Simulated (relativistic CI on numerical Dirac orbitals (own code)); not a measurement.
# Ni²⁺: 2p photoemission with charge transfer

Aim: the 2p photoemission spectrum of Ni²⁺ in a cubic metal-ligand cluster, for 5 values of Delta.

Program: relativistic CI on numerical Dirac orbitals (own code) version 3. Level of theory: charge-transfer multiplet model of a cubic metal-ligand cluster with up to 2 ligand holes, Slater and spin-orbit integrals from Dirac-Coulomb-Breit ions, Slater integrals scaled by 0.7. These are calculated values, not measurements, unless marked.

## (1) The atom as given

```
ion                  : Ni²⁺ (Ni III)
nuclear charge       : 28
electrons            : 26
d electrons          : 8
ligand holes at most : 2
parameters           : in eV; Veg, Vt2g hoppings, tenDq and tenDqL metal and ligand splittings (negative tenDq: tetrahedral), red the scaling of hopping with a core hole
temperature          : 20 K
widths               : Lorentz 0.6 eV, Gauss 0.8 eV
```

## (2) Delta = 5.9 eV

The run's settings:

```ini
cluster ion=Ni2+ d8 ligand_holes=2 slater_scale=0.7
Delta=5.9 Udd=7.4 Upd=8.8 tenDq=-0.35 tenDqL=0 Veg=0.9 Vt2g=-1.53 red=0.8
spectrum xps 2p T=20 lorentz=0.6 gauss=0.8
```

The run is started by

```bash
python run_levels.py task.json out
```

One command runs all members of the session, one after another, from task.json.

## (3) Delta = 2.9 eV

The run's settings:

```ini
cluster ion=Ni2+ d8 ligand_holes=2 slater_scale=0.7
Delta=2.9 Udd=7.4 Upd=8.8 tenDq=-0.35 tenDqL=0 Veg=0.9 Vt2g=-1.53 red=0.8
spectrum xps 2p T=20 lorentz=0.6 gauss=0.8
```

## (4) Delta = 4.9 eV

The run's settings:

```ini
cluster ion=Ni2+ d8 ligand_holes=2 slater_scale=0.7
Delta=4.9 Udd=7.4 Upd=8.8 tenDq=-0.35 tenDqL=0 Veg=0.9 Vt2g=-1.53 red=0.8
spectrum xps 2p T=20 lorentz=0.6 gauss=0.8
```

## (5) Delta = 7.9 eV

The run's settings:

```ini
cluster ion=Ni2+ d8 ligand_holes=2 slater_scale=0.7
Delta=7.9 Udd=7.4 Upd=8.8 tenDq=-0.35 tenDqL=0 Veg=0.9 Vt2g=-1.53 red=0.8
spectrum xps 2p T=20 lorentz=0.6 gauss=0.8
```

## (6) Delta = 8.9 eV

The run's settings:

```ini
cluster ion=Ni2+ d8 ligand_holes=2 slater_scale=0.7
Delta=8.9 Udd=7.4 Upd=8.8 tenDq=-0.35 tenDqL=0 Veg=0.9 Vt2g=-1.53 red=0.8
spectrum xps 2p T=20 lorentz=0.6 gauss=0.8
```

(Steps that only read results are left out.)

**Question.** What will these runs give? Wanted: d count; ground spin.

The runs gave:

| run | d count | weight without ligand hole | ground S | up to four highest peaks (% of the highest), eV from the first main peak |
| --- | --- | --- | --- | --- |
| Delta = 5.9 eV | 8.08 | 0.93 | 1.00 | 0.0 (100), 3.3 (79), 18.3 (54), 22.2 (69) |
| Delta = 2.9 eV | 8.17 | 0.83 | 1.00 | 0.0 (100), 4.6 (73), 5.6 (66), 24.8 (85) |
| Delta = 4.9 eV | 8.10 | 0.90 | 1.00 | 0.0 (100), 3.7 (83), 5.1 (66), 22.6 (79) |
| Delta = 7.9 eV | 8.05 | 0.95 | 1.00 | 0.0 (100), 3.4 (53), 18.6 (70), 22.0 (32) |
| Delta = 8.9 eV | 8.04 | 0.96 | 1.00 | 0.0 (100), 3.8 (39), 18.9 (82), 22.4 (19) |

| quantity | value |
| --- | --- |
| d count | 8.04 to 8.17 |
| ground spin (effective S from ⟨S²⟩) | 1.00 |

From Delta = 2.9 eV to Delta = 8.9 eV the ground-state d count goes from 8.17 to 8.04. In the first run d8 holds 93 % of the ground state. The cluster parameters are drawn, not fitted to a compound.
